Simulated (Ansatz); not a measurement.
The system is LaMnIn.

```
CELL_PARAMETERS angstrom
4.59334 0.00000 0.00000
-2.29667 3.97795 0.00000
0.00000 0.00000 4.09656
ATOMIC_POSITIONS crystal
La 0.00000 0.00000 0.00000
In 0.33333 0.66667 0.50000
Mn 0.66667 0.33333 0.50000
```

The cell comes from a database or a generator and needn't be the stable form of this composition.

Alike in all runs: program Ansatz 0.2.0; functional PBE; potentials or basis Ansatz PAW; cutoff 420 eV (not typed: the program's choice for these potentials); k mesh 7 × 7 × 7; occupations fermi-dirac, width 0.05 eV.

Starts and where they ended:

```tsv
start	free energy over the lowest (meV/atom)	net moment (μB)	site or absolute moments (μB)	gap
collinear spin, ferromagnetic start of up to 4 μB	0.0	3.17	La -0.19; In -0.05; Mn +3.55	none (metal or under the smearing width)
collinear spin, random start of up to 1.58 μB	0.0	-3.17	La +0.19; In +0.05; Mn -3.55	none (metal or under the smearing width)
no spin polarisation	367.7	-	-	none (metal or under the smearing width)
```

Allowing spin polarisation gains 368 meV/atom. A still lower state may exist.
